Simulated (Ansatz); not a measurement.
**C₃H₅GaO: small, medium and large basis sets**

The task here is to estimate one member of a computed series from the others.

The runs use Ansatz 0.2.0, Gaussian basis; one geometry, several basis sets.

The runs, in order: PBE0-D4/def2-SVP; ωB97M-V/def2-SVP; PBE0-D4/def2-QZVPP; ωB97M-V/def2-QZVPP; the functionals' def2-TZVPP values are taken from earlier runs.

## The geometry

The geometry comes from an earlier relaxation with PBE0-D4 in a triple-zeta def2 set; it is a stationary point, not always the lowest conformer.

10 atoms, charge 0, spin multiplicity 1.

Atoms are counted from 1 here; the program's logs count them from 0.

Bond lengths: O1–C2 1.309 Å, O1–H6 0.964 Å, C2–C3 1.202 Å, C3–C4 1.443 Å, C4–Ga5 1.987 Å, C4–H7 1.097 Å, C4–H8 1.096 Å, Ga5–H9 1.569 Å, Ga5–H10 1.574 Å. Angles: C2–O1–H6 109.9°, O1–C2–C3 175.2°, C2–C3–C4 177.0°, C3–C4–Ga5 113.2°, C3–C4–H7 111.8°, C3–C4–H8 111.8°, Ga5–C4–H7 106.8°, Ga5–C4–H8 106.9°, H7–C4–H8 105.8°, C4–Ga5–H9 120.4°, C4–Ga5–H10 118.3°, H9–Ga5–H10 121.3°.

Set-up of the first run:

File in.yaml:

```yaml
crystal:
  periodic: [false, false, false]
  atoms:
    - {symbol: O, position_ang: [-0.705000, -0.805696, 2.980904]}
    - {symbol: C, position_ang: [-0.413572, -0.702870, 1.709050]}
    - {symbol: C, position_ang: [-0.149580, -0.709543, 0.536876]}
    - {symbol: C, position_ang: [0.170267, -0.642915, -0.868891]}
    - {symbol: Ga, position_ang: [0.394586, 1.216115, -1.533973]}
    - {symbol: H, position_ang: [-0.757515, 0.071381, 3.377051]}
    - {symbol: H, position_ang: [-0.606882, -1.109507, -1.486024]}
    - {symbol: H, position_ang: [1.098362, -1.178473, -1.101510]}
    - {symbol: H, position_ang: [0.209697, 2.434706, -0.562880]}
    - {symbol: H, position_ang: [0.759616, 1.426783, -3.050593]}
basis:
  gaussian: {orbitals: def2-SVP}
hamiltonian: {xc: pbe0, dispersion: d4}
output: {orbitals: {seedname: orbitals}}
```

Launch:

```console
$ ansatz run in.yaml --threads 4 --pin off --events-out ev --progress --plain --max-ram 10444MiB
```

Among the steps run: PBE0-D4 in def2-SVP; ωB97M-V in def2-SVP; PBE0-D4 in def2-QZVPP; ωB97M-V in def2-QZVPP.

One of the session's tables, all rows but one given; the rest of the session is left out.

It belongs to the step «Functionals by basis». 

```
functional       basis  HOMO (eV)  LUMO (eV)
   PBE0-D4    def2-SVP          ?          ?
   PBE0-D4  def2-TZVPP      -6.63      -1.54
   PBE0-D4  def2-QZVPP      -6.65      -1.58
   ωB97M-V    def2-SVP      -8.69       0.21
   ωB97M-V  def2-TZVPP      -8.79       0.13
   ωB97M-V  def2-QZVPP      -8.81      -0.04
```

Q: Estimate the row for PBE0-D4, def2-SVP from the others.

**Answer.** HOMO (eV): -6.55; LUMO (eV): -1.50. In the column «HOMO (eV)» it is the highest.
